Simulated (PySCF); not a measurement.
# Pb³⁺: dipole response in aug-cc-pVTZ-PP with ECP60

How polarisable is Pb³⁺ at the levels listed below?

The numbers are computed with PySCF 2.14.0 (unrestricted determinants in a Gaussian basis, no spin-orbit coupling in the energies), except any that are marked as measured or tabulated.

## Step 1: Starting point

```
Element     : lead (Z = 82)
Basis       : aug-cc-pVTZ-PP with ECP60MDF
Hamiltonian : a scalar-relativistic core potential
State 1     : Pb³⁺: [Xe] 4f14 5d10 6s1, 2S determinant
Methods     : UHF, PBE, PBE0, wB97X, B97-3
```

The outer shells:

Pb3+ [Xe] 4f14 5d10 6s1
```
[Xe] core
4f [↑↓][↑↓][↑↓][↑↓][↑↓][↑↓][↑↓]
5d [↑↓][↑↓][↑↓][↑↓][↑↓]
6s [↑ ]
```

One driver process ran all states and methods and kept the integrals in memory. Each run is shown as a PySCF script that sums up its settings (the driver passes frozen orbitals as a list and adds second-order terms of double hybrids); the logs are those of the runs themselves. The driver starts from symmetry-adapted Hartree-Fock orbitals, holds the occupation by maximum overlap and uses a logarithmic radial grid for functionals, so a plain start would take other cycles.

The integrals over 55 functions and the set-up took 0.3 s of CPU time.

## Step 2: Pb³⁺, method by method

#### UHF

The input, input.py:

```python
from pyscf import gto, scf, dft, mp, cc
import basis_set_exchange as bse
txt = bse.get_basis("aug-cc-pVTZ-PP", elements=["Pb"], fmt="nwchem", header=False)
cut = txt.index("\nECP")
mol = gto.M(atom="Pb 0 0 0", charge=3, spin=1, symmetry="D2h",
            basis=gto.basis.parse(txt[:cut]),
            ecp={"Pb": gto.basis.parse_ecp(txt[cut:])})
mf = scf.UHF(mol)
mf.irrep_nelec = {'Ag': (4, 3), 'B1g': (1, 1), 'B2g': (1, 1), 'B3g': (1, 1), 'B1u': (1, 1), 'B2u': (1, 1), 'B3u': (1, 1)}
mf.kernel()
```

Output:

```text
damping factor = 0
level_shift factor = 0
DIIS = <class 'pyscf.scf.diis.CDIIS'>
diis_start_cycle = 1
diis_space = 10
diis_damp = 0
SCF conv_tol = 1e-09
SCF conv_tol_grad = None
number electrons alpha = 10  beta = 9
cycle= 1 E= -190.015272879923  delta_E= -7.42e-11  |g|= 3.32e-06  |ddm|= 6.82e-05
converged SCF energy = -190.015272879923  <S^2> = 0.7508737  2S+1 = 2.0008735
```

CPU time 0.92 s on a shared host, the integrals not counted.

Orbital energies by shell (radii are means over both spins):

```tsv
shell	electrons	mean orbital energy (eV)	spread (eV)	rms radius (bohr)
5s α	1	-196.51	0	0.925
5s β	1	-196.08	0	0.925
5p α	3	-133.44	0	1.05
5p β	3	-133.25	0	1.05
5d α	5	-57.596	0	1.37
5d β	5	-57.148	0	1.37
6s α	1	-40.791	0	2.27
```

⟨S²⟩ = 0.751, ⟨L²⟩ = 0.00.

The driver then solved the coupled dipole response at imaginary frequencies: mean α = 9.911 bohr³, C₆ = 45.95 au for a like pair.

Energies and moments cover only the electrons outside the core potential. The p, d and f levels are scalar averages; spin-orbit coupling splits them strongly at this Z.

#### PBE

input.py differs from the last one in:

```diff
@@ -7,3 +7,3 @@
             ecp={"Pb": gto.basis.parse_ecp(txt[cut:])})
-mf = scf.UHF(mol)
+mf = dft.UKS(mol, xc="PBE")
 mf.irrep_nelec = {'Ag': (4, 3), 'B1g': (1, 1), 'B2g': (1, 1), 'B3g': (1, 1), 'B1u': (1, 1), 'B2u': (1, 1), 'B3u': (1, 1)}
```

Output:

```text
damping factor = 0
level_shift factor = 0
DIIS = <class 'pyscf.scf.diis.CDIIS'>
diis_start_cycle = 1
diis_space = 10
diis_damp = 0
SCF conv_tol = 1e-09
SCF conv_tol_grad = None
number electrons alpha = 10  beta = 9
XC functionals = PBE
    J. P. Perdew, K. Burke, and M. Ernzerhof.,  Phys. Rev. Lett. 77, 3865 (1996)
    J. P. Perdew, K. Burke, and M. Ernzerhof.,  Phys. Rev. Lett. 78, 1396 (1997)
    J. P. Perdew, K. Burke, and M. Ernzerhof.,  Phys. Rev. Lett. 77, 3865 (1996)
    J. P. Perdew, K. Burke, and M. Ernzerhof.,  Phys. Rev. Lett. 78, 1396 (1997)
cycle= 1 E= -190.924583851979  delta_E= -0.00872  |g|= 0.0179  |ddm|= 0.591
cycle= 2 E= -190.924646410051  delta_E= -6.26e-05  |g|= 0.0118  |ddm|= 0.0653
cycle= 3 E= -190.92468788457  delta_E= -4.15e-05  |g|= 0.000127  |ddm|= 0.0215
cycle= 4 E= -190.924687890353  delta_E= -5.78e-09  |g|= 5.05e-06  |ddm|= 0.000259
cycle= 5 E= -190.924687890362  delta_E= -9.83e-12  |g|= 1.36e-07  |ddm|= 1.37e-05
converged SCF energy = -190.924687890362  <S^2> = 0.75034284  2S+1 = 2.0003428
```

CPU time 2.6 s on a shared host, the integrals not counted.

The driver then solved the coupled dipole response at imaginary frequencies: mean α = 8.413 bohr³, C₆ = 40.66 au for a like pair.

#### PBE0

input.py differs from the last one in:

```diff
@@ -7,3 +7,3 @@
             ecp={"Pb": gto.basis.parse_ecp(txt[cut:])})
-mf = dft.UKS(mol, xc="PBE")
+mf = dft.UKS(mol, xc="PBE0")
 mf.irrep_nelec = {'Ag': (4, 3), 'B1g': (1, 1), 'B2g': (1, 1), 'B3g': (1, 1), 'B1u': (1, 1), 'B2u': (1, 1), 'B3u': (1, 1)}
```

Output:

```text
damping factor = 0
level_shift factor = 0
DIIS = <class 'pyscf.scf.diis.CDIIS'>
diis_start_cycle = 1
diis_space = 10
diis_damp = 0
SCF conv_tol = 1e-09
SCF conv_tol_grad = None
number electrons alpha = 10  beta = 9
XC functionals = PBE0
    C. Adamo and V. Barone.,  J. Chem. Phys. 110, 6158 (1999)
    M. Ernzerhof and G. E. Scuseria.,  J. Chem. Phys. 110, 5029 (1999)
cycle= 1 E= -190.907346240471  delta_E= -0.00475  |g|= 0.00865  |ddm|= 0.46
cycle= 2 E= -190.907372404525  delta_E= -2.62e-05  |g|= 0.00303  |ddm|= 0.0562
cycle= 3 E= -190.907375105782  delta_E= -2.7e-06  |g|= 0.000533  |ddm|= 0.00458
cycle= 4 E= -190.907375193937  delta_E= -8.82e-08  |g|= 8.95e-06  |ddm|= 0.00194
cycle= 5 E= -190.907375193973  delta_E= -3.57e-11  |g|= 4.33e-07  |ddm|= 1.52e-05
converged SCF energy = -190.907375193973  <S^2> = 0.75042511  2S+1 = 2.0004251
```

CPU time 2.8 s on a shared host, the integrals not counted.

The driver then solved the coupled dipole response at imaginary frequencies: mean α = 8.662 bohr³, C₆ = 41.36 au for a like pair.

#### wB97X

input.py differs from the last one in:

```diff
@@ -7,3 +7,3 @@
             ecp={"Pb": gto.basis.parse_ecp(txt[cut:])})
-mf = dft.UKS(mol, xc="PBE0")
+mf = dft.UKS(mol, xc="WB97X")
 mf.irrep_nelec = {'Ag': (4, 3), 'B1g': (1, 1), 'B2g': (1, 1), 'B3g': (1, 1), 'B1u': (1, 1), 'B2u': (1, 1), 'B3u': (1, 1)}
```

Output:

```text
damping factor = 0
level_shift factor = 0
DIIS = <class 'pyscf.scf.diis.CDIIS'>
diis_start_cycle = 1
diis_space = 10
diis_damp = 0
SCF conv_tol = 1e-09
SCF conv_tol_grad = None
number electrons alpha = 10  beta = 9
XC functionals = WB97X
    J.-D. Chai and M. Head-Gordon.,  J. Chem. Phys. 128, 084106 (2008)
cycle= 1 E= -190.956187125839  delta_E= -0.00681  |g|= 0.016  |ddm|= 0.554
cycle= 2 E= -190.956349393985  delta_E= -0.000162  |g|= 0.00309  |ddm|= 0.108
cycle= 3 E= -190.956357039639  delta_E= -7.65e-06  |g|= 0.000563  |ddm|= 0.0293
cycle= 4 E= -190.95635714727  delta_E= -1.08e-07  |g|= 8.74e-05  |ddm|= 0.000983
cycle= 5 E= -190.956357152073  delta_E= -4.8e-09  |g|= 2.91e-06  |ddm|= 0.000521
cycle= 6 E= -190.956357152079  delta_E= -5.51e-12  |g|= 2.11e-07  |ddm|= 2.09e-05
converged SCF energy = -190.956357152079  <S^2> = 0.75008822  2S+1 = 2.0000882
```

It used 4 s of CPU time after the integrals (shared host).

The driver then solved the coupled dipole response at imaginary frequencies: mean α = 8.781 bohr³, C₆ = 42.26 au for a like pair.

#### B97-3

input.py differs from the last one in:

```diff
@@ -7,3 +7,3 @@
             ecp={"Pb": gto.basis.parse_ecp(txt[cut:])})
-mf = dft.UKS(mol, xc="WB97X")
+mf = dft.UKS(mol, xc="HYB_GGA_XC_B97_3")
 mf.irrep_nelec = {'Ag': (4, 3), 'B1g': (1, 1), 'B2g': (1, 1), 'B3g': (1, 1), 'B1u': (1, 1), 'B2u': (1, 1), 'B3u': (1, 1)}
```

Output:

```text
damping factor = 0
level_shift factor = 0
DIIS = <class 'pyscf.scf.diis.CDIIS'>
diis_start_cycle = 1
diis_space = 10
diis_damp = 0
SCF conv_tol = 1e-09
SCF conv_tol_grad = None
number electrons alpha = 10  beta = 9
XC functionals = HYB_GGA_XC_B97_3
    T. W. Keal and D. J. Tozer.,  J. Chem. Phys. 123, 121103 (2005)
cycle= 1 E= -190.960428399517  delta_E= -0.0058  |g|= 0.0092  |ddm|= 0.462
cycle= 2 E= -190.96046862755  delta_E= -4.02e-05  |g|= 0.0029  |ddm|= 0.0749
cycle= 3 E= -190.960471137622  delta_E= -2.51e-06  |g|= 0.000707  |ddm|= 0.00377
cycle= 4 E= -190.960471303477  delta_E= -1.66e-07  |g|= 1.8e-05  |ddm|= 0.00334
cycle= 5 E= -190.960471303587  delta_E= -1.1e-10  |g|= 5.14e-07  |ddm|= 5.63e-05
converged SCF energy = -190.960471303587  <S^2> = 0.75013452  2S+1 = 2.0001345
```

CPU time 2.8 s on a shared host, the integrals not counted.

The driver then solved the coupled dipole response at imaginary frequencies: mean α = 8.632 bohr³, C₆ = 41.26 au for a like pair.

Radial density 4πr²ρ of Pb³⁺ at UHF, the electrons outside the core potential:

```tsv
r (bohr)	density	spin density
0.0194	1.67e-05	0.000
0.0326	3.27e-05	0.000
0.0549	5.14e-05	0.000
0.0924	0.000175	0.000
0.155	0.00175	0.000
0.261	0.0365	0.001
0.439	1.46	0.036
0.739	16.7	0.103
1.24	14.5	0.105
2.09	2.40	0.661
3.52	0.116	0.091
5.92	0.000215	0.000
```

## Step 3: Polarisabilities and C₆

Pb³⁺, in atomic units:

```tsv
method	mean α	C₆ (like pair)	S(−4)
UHF	9.911	45.95	44.87
PBE	8.413	40.66	25.40
PBE0	8.662	41.36	28.44
wB97X	8.781	42.26	29.01
B97-3	8.632	41.26	27.83
```

α(iu) at B97-3:

```tsv
u (hartree)	α(iu) (bohr³)
0	8.632
0.0500	8.563
0.100	8.367
0.200	7.698
0.300	6.876
0.500	5.384
0.750	4.090
1.00	3.235
1.50	2.183
2.00	1.563
3.00	0.8956
5.00	0.3898
```

## Step 4: What came out

| quantity | value |
| --- | --- |
| α of Pb³⁺ | 8.413 (PBE) to 9.911 (UHF) bohr³ |

What this shows: A single London oscillator with the computed α and C₆ of Pb³⁺ at UHF would have ω = 4 C₆ / (3 α²) = 0.624 hartree. The basis is finite, and no extrapolation was made.
